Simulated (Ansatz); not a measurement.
# CH6SSn: the cost of one run

All numbers are computed with the Python package of Ansatz 0.2.0. Level of theory: r2SCAN0/def2-SVP.

**1. Starting point**

Bond lengths: C1–S2 1.776 Å, S2–Sn3 2.392 Å, C1–H4 1.128 Å, C1–H5 1.084 Å, C1–H6 1.137 Å, Sn3–H7 1.800 Å, Sn3–H8 1.750 Å, Sn3–H9 1.786 Å. Angles: C1–S2–Sn3 92.0°, S2–C1–H4 110.4°, S2–C1–H5 114.1°, S2–C1–H6 112.4°, H4–C1–H5 103.3°, H4–C1–H6 105.4°, H5–C1–H6 110.6°, S2–Sn3–H7 110.1°, S2–Sn3–H8 111.1°, S2–Sn3–H9 111.5°, H7–Sn3–H8 106.3°, H7–Sn3–H9 107.8°, H8–Sn3–H9 109.9°.

No structure file is read: the coordinates are typed or built in the script.

**2. The code**

Input file bend_ch6ssn.py:

```python
"""Energy of CH6SSn against one bond angle."""

import ansatz as az
from ase import Atoms

BASIS = "def2-SVP"
FUNCTIONAL = "R2SCAN0"
FORCE_TOL = 0.02

atoms = Atoms(["C", "S", "Sn", "H", "H", "H", "H", "H", "H"], positions=[
    (-0.7119, 0.9633, -0.9519),
    (-0.755, -0.8083, -1.0739),
    (0.6453, -1.0566, 0.8489),
    (-1.3079, 1.4294, -1.7891),
    (0.2756, 1.3919, -1.0812),
    (-1.1909, 1.343, 0.007),
    (2.2232, -0.2344, 0.5759),
    (1.013, -2.7418, 1.147),
    (-0.103, -0.3327, 2.3001),
])

# start the scan from a relaxed geometry
first = az.Crystal.molecule_from_ase(atoms).calculation()
first = first.basis(gaussian=BASIS)
first = first.functional(FUNCTIONAL).relax(force_tolerance=FORCE_TOL, max_steps=80)
atoms.positions = first.run().report["positions_ang"]

rows = []
for angle in [90, 100, 110, 120, 135, 150, 165, 179]:
    bent = atoms.copy()
    bent.set_angle(0, 1, 2, angle, indices=[2, 6, 7, 8])
    calculation = (
        az.Crystal.molecule_from_ase(bent).calculation()
        .basis(gaussian=BASIS)
        .functional(FUNCTIONAL)
    )
    rows.append((angle, calculation.run().report["free_energy_ev"]))
floor = min(e for _, e in rows)
for angle, e in rows:
    print(f"angle C0-S1-Sn2 = {angle:3d} deg   {1000 * (e - floor):9.1f} meV")
```

**3. The input behind the calls**

The engine receives this input (first run):

```yaml
crystal:
  periodic: [false, false, false]
  atoms:
    - { symbol: C, position_ang: [-0.7119, 0.9633, -0.9519] }
    - { symbol: S, position_ang: [-0.755, -0.8083, -1.0739] }
    - { symbol: Sn, position_ang: [0.6453, -1.0566, 0.8489] }
    - { symbol: H, position_ang: [-1.3079, 1.4294, -1.7891] }
    - { symbol: H, position_ang: [0.2756, 1.3919, -1.0812] }
    - { symbol: H, position_ang: [-1.1909, 1.343, 0.007] }
    - { symbol: H, position_ang: [2.2232, -0.2344, 0.5759] }
    - { symbol: H, position_ang: [1.013, -2.7418, 1.147] }
    - { symbol: H, position_ang: [-0.103, -0.3327, 2.3001] }
basis:
  gaussian:
    orbitals: def2-SVP
hamiltonian:
  xc: r2scan0
relax:
  f_tol: 0.02
  max_steps: 80
```

**4. Running it**

On the command line:

```bash
$ python bend_ch6ssn.py
```

What time and memory should one allow on 1 thread of Arm Neoverse V2, shared host?

About 90 s, with a peak of 0.28 GiB.
